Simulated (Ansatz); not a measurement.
# GeNO radical: geometry and frequencies at several levels

Aim: geometry and frequencies at several levels, for GeNO radical, with the cost of each level. Spin multiplicity 2.

Method: the levels named in each step, in Ansatz 0.2.0.

### 1 The starting structure

Bond lengths: O1–N2 1.228 Å, N2–Ge3 1.669 Å. Angles: O1–N2–Ge3 180.0°.

As a file:

```xyz
3

O     0.0000    0.0000   -1.3753
N     0.0000    0.0000   -0.1469
Ge    0.0000    0.0000    1.5223
```

### 2 A rough first relaxation, PBE-D4/def2-SVP

Input file input.yaml:

```yaml
crystal:
  periodic: [false, false, false]
  atoms:
    - { symbol: O, position_ang: [0.0, 0.0, -1.37534] }
    - { symbol: "N", position_ang: [0.0, 0.0, -0.14693] }
    - { symbol: Ge, position_ang: [0.0, 0.0, 1.52228] }
magnetization:
  spin_polarized: true
  initial_magnetization: 1
basis:
  gaussian: { orbitals: def2-SVP }
hamiltonian:
  xc: pbe
  dispersion: d4
relax:
  f_tol: 0.03
  max_steps: 200
```

Run with:

```sh
$ ansatz run input.yaml --threads 2 --pin off --max-ram 5120MiB --backend cpu --events-out ev --progress --plain --runs-dir out
```

Further steps of the session: Relaxation, PBE0-D4/def2-TZVPP; Frequencies, PBE0-D4/def2-TZVPP; Relaxation, PBE-D4/def2-TZVPP; Frequencies, PBE-D4/def2-TZVPP; Relaxation, r2SCAN-D4/def2-TZVPP; Frequencies, r2SCAN-D4/def2-TZVPP; Relaxation, B3LYP-D4/def2-TZVPP; Frequencies, B3LYP-D4/def2-TZVPP; Relaxation, B2PLYP/def2-TZVPP.

Q: Predict the outcome of this session. Wanted: O1–N2 at B2PLYP/def2-TZVPP; N2–Ge3 at B2PLYP/def2-TZVPP; frequencies at B3LYP-D4/def2-TZVPP.

As calculated:

| quantity | value |
| --- | --- |
| O1–N2 at B2PLYP/def2-TZVPP | 1.210 Å |
| N2–Ge3 at B2PLYP/def2-TZVPP | 1.694 Å |
| frequencies at B3LYP-D4/def2-TZVPP | 263 to 1605 cm⁻¹ |

In words: The O–N distance spreads over 0.021 Å, from PBE0-D4/def2-TZVPP (shortest) to B2PLYP/def2-TZVPP. No mode is imaginary, so the geometry is a minimum. <S²> exceeds the pure value by up to 0.19: some mean fields break spin symmetry, which blurs their results.
